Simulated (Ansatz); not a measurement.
# Cl₂F₂H₂Si₂: small, medium and large basis sets

One table from this session's results is given with a row withheld; the runs are named, their logs left out.

Program: Ansatz 0.2.0, Gaussian basis. Level of theory: one geometry, several basis sets. These are calculated values, not measurements.

Plan: PBE0-D4/def2-SVP; ωB97M-V/def2-SVP; PBE0-D4/def2-QZVPP; ωB97M-V/def2-QZVPP; the functionals' def2-TZVPP values are taken from earlier runs.

**The relaxed structure**

The geometry comes from an earlier relaxation with PBE0-D4 in a triple-zeta def2 set; it is a stationary point, not always the lowest conformer.

8 atoms, charge 0, spin multiplicity 1.

Atoms are counted from 1 here; the program's logs count them from 0.

Bond lengths: F1–Si2 1.583 Å, Si2–F3 1.585 Å, Si2–Cl4 2.028 Å, Si2–Si5 2.336 Å, Si5–Cl6 2.051 Å, Si5–H7 1.482 Å, Si5–H8 1.482 Å. Angles: F1–Si2–F3 106.8°, F1–Si2–Cl4 108.2°, F1–Si2–Si5 111.2°, F3–Si2–Cl4 108.3°, F3–Si2–Si5 110.5°, Cl4–Si2–Si5 111.7°, Si2–Si5–Cl6 107.3°, Si2–Si5–H7 110.8°, Si2–Si5–H8 109.8°, Cl6–Si5–H7 109.2°, Cl6–Si5–H8 109.2°, H7–Si5–H8 110.4°.

The first run:

in.yaml reads:

```yaml
crystal:
  periodic: [false, false, false]
  atoms:
    - {symbol: F, position_ang: [-1.037380, 0.544990, -1.926661]}
    - {symbol: Si, position_ang: [-0.568440, -0.516591, -0.850551]}
    - {symbol: F, position_ang: [0.219785, -1.645640, -1.635017]}
    - {symbol: Cl, position_ang: [-2.220435, -1.352063, -0.022866]}
    - {symbol: Si, position_ang: [0.802549, 0.468557, 0.764704]}
    - {symbol: Cl, position_ang: [-0.328609, 1.862805, 1.756995]}
    - {symbol: H, position_ang: [1.961465, 1.141349, 0.131729]}
    - {symbol: H, position_ang: [1.263164, -0.560508, 1.725968]}
basis:
  gaussian: {orbitals: def2-SVP}
hamiltonian: {xc: pbe0, dispersion: d4}
output: {orbitals: {seedname: orbitals}}
```

Among the steps run: PBE0-D4 in def2-SVP; ωB97M-V in def2-SVP; PBE0-D4 in def2-QZVPP; ωB97M-V in def2-QZVPP.

One table of the session follows, with a row left open; its other results are not shown here.

It belongs to the step «Density functionals: the series». 

| functional | basis | HOMO (eV) |
| --- | --- | --- |
| PBE0-D4 | def2-SVP | -8.71 |
| PBE0-D4 | def2-TZVPP | -8.80 |
| PBE0-D4 | def2-QZVPP | -8.82 |
| ωB97M-V | def2-SVP | -10.73 |
| ωB97M-V | def2-TZVPP | -10.86 |
| ωB97M-V | def2-QZVPP | ? |

Estimate the missing values for ωB97M-V, def2-QZVPP.

As computed: HOMO (eV): -10.89. In the column «HOMO (eV)» it is the lowest.
